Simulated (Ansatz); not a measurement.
# Zn, space group Fm-3m: a relaxation followed by a look at the electronic structure

Computed with Ansatz 0.2.0 through its Python package.

Notebook, run cell by cell (the value of a cell's last expression is shown):

In [1]:
```python
import warnings

import ansatz as az
import numpy as np
```

In [2]:
```python
def count_gap(report):
    # lowest empty less highest filled band, counting bands; zero where they overlap
    return max(report.get('gap_by_band_count_ev') or 0.0, 0.0)
```

In [3]:
```python
def setup_for(crystal, spacing):
    return (
        crystal.calculation()
        .functional('r2SCAN')
        .occupations('cold', width=100 * az.meV)
        .basis(650)
        .kpoints(spacing=spacing)
    )
```

In [4]:
```python
warnings.simplefilter('ignore', az.DeckWarning)
```

In [5]:
```python
vectors = np.array([
    [0.0, 1.964776, 1.964776],
    [1.964776, 0.0, 1.964776],
    [1.964776, 1.964776, 0.0],
])
crystal = az.Lattice.of(vectors).atom('Zn', [0.0, 0.0, 0.0])
```

In [6]:
```python
crystal.resolved().sites[-1]
```
Out [6]:
```text
Site(symbol='Zn', position=(0.0, 0.0, 0.0), moment=None, axis=None, held=None, saved=None)
```

In [7]:
```python
relaxed = setup_for(crystal, 0.34).relax(cell=True, force_tolerance=0.01, max_steps=40).checkpoint(write='relax.run').run()
cell = np.asarray(relaxed.lattice.cell_ang)
print('relaxed edges (A):', np.linalg.norm(cell, axis=1).round(4), ' volume:', round(abs(np.linalg.det(cell)), 3), 'A^3')
for site in relaxed.lattice.sites:
    print(' ', site.symbol, np.round(site.position_frac, 4) + 0.0)
```
```text
relaxed edges (A): [2.7282 2.7282 2.7282]  volume: 14.358 A^3
  Zn [0. 0. 0.]
```

In [8]:
```python
final = az.Crystal.from_checkpoint('relax.run')
done = setup_for(final, 0.26).functional('r2scan').stress().band_table().density_of_states(energy_step=0.05).run()
data = done.report
```

In [9]:
```python
sorted(key for key in data if key.endswith('_ev'))
```
Out [9]:
```text
['eigenvalues_ev', 'energy_sigma0_ev', 'entropy_ts_ev', 'fermi_energy_ev', 'free_energy_ev',
 'gap_by_band_count_ev', 'harris_foulkes_ev', 'internal_energy_ev', 'lagrangian_above_aufbau_ev',
 'lagrangian_ev', 'lagrangian_sigma0_ev', 'loop_eigenvalues_ev', 'loop_fermi_energy_ev',
 'occupations_fermi_energy_ev', 'residual_norms_ev']
```

In [10]:
```python
dos = done.density_of_states()
print(f'pressure at the relaxed cell {np.trace(data["stress_gpa"]) / 3:.3f} GPa, gap by band count {count_gap(data):.3f} eV')
if count_gap(data) == 0:
    print('states/eV at the Fermi level:', round(float(np.interp(dos.fermi_ev, dos.energies_ev, dos.spin_summed_g_bin_mean_per_ev)), 3))
```
```text
pressure at the relaxed cell -0.100 GPa, gap by band count 0.000 eV
states/eV at the Fermi level: 0.347
```

What to keep in mind:
- The mesh is modest for a metal, so energies can be off by several to tens of meV an atom and pressures by half a GPa or more; differences at equal mesh fare better.
- Only differences from the Fermi energy are physical; the zero of the scale is a convention.
- A gap by band count of zero or less means overlapping bands, a metal.
- This isn't the structure that Zn takes at ambient conditions.
- Levels are Kohn-Sham eigenvalues on this mesh.
- Where the second run takes another functional or mesh than the relaxation, its pressure isn't zero; pressure is positive in compression.
- The density of states is complete only as far up as bands were computed.
- Finished in 15 s on 1 thread of Arm Neoverse N1 (shared host), peak memory 0.43 GiB.
